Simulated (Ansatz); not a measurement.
# I₃−: geometry at several levels

An exercise on one series of results from a longer session: the logs are not shown, and one member is left open.

Method: the levels named in each step, in Ansatz 0.2.0.

### Starting point

Bond lengths: I1–I2 2.754 Å, I2–I3 2.758 Å. Angles: I1–I2–I3 105.9°.

As a file:

```xyz
3

I    -2.1997   -0.5535    0.0000
I    -0.0022    1.1070    0.0000
I     2.1997   -0.5535    0.0000
```

Set-up of the first run:

Input file input.yaml:

```yaml
crystal:
  periodic: [false, false, false]
  atoms:
    - { symbol: I, position_ang: [-2.19973, -0.55349, 0.0] }
    - { symbol: I, position_ang: [-0.00215, 1.10701, 0.0] }
    - { symbol: I, position_ang: [2.19972, -0.55351, 0.0] }
total_charge: -1
basis:
  gaussian: { orbitals: def2-SVPD }
hamiltonian:
  xc: pbe
  dispersion: d4
relax:
  f_tol: 0.03
  max_steps: 200
```

Command:

```bash
$ ansatz run input.yaml --threads 2 --pin off --max-ram 5120MiB --backend cpu --events-out ev --progress --plain --runs-dir out
```

Among the steps run: A rough first relaxation, PBE-D4/def2-SVPD; Relaxation, HF/def2-SVPD; Relaxation, LDA/def2-SVPD; Relaxation, PBE-D4/def2-SVPD; Relaxation, PBE0-D4/def2-TZVPPD; Relaxation, MP2/def2-TZVPPD.

One table of the session follows, with a row left open; its other results are not shown here.

```
              level  I1–I2 (Å)  I2–I3 (Å)  rotational constants (MHz)
       HF/def2-SVPD     2.9848     2.9849                      223.49
      LDA/def2-SVPD     2.9392     2.9392                      230.49
   PBE-D4/def2-SVPD     2.9967     2.9968                      221.72
PBE0-D4/def2-TZVPPD     2.9286     2.9286                      232.16
    MP2/def2-TZVPPD          ?          ?                           ?
```

**Question.** Estimate the row for MP2/def2-TZVPPD.

The run gave: I1–I2 (Å): 2.9095; I2–I3 (Å): 2.9095; rotational constants (MHz): 235.22. In the column «I1–I2 (Å)» it is the lowest.
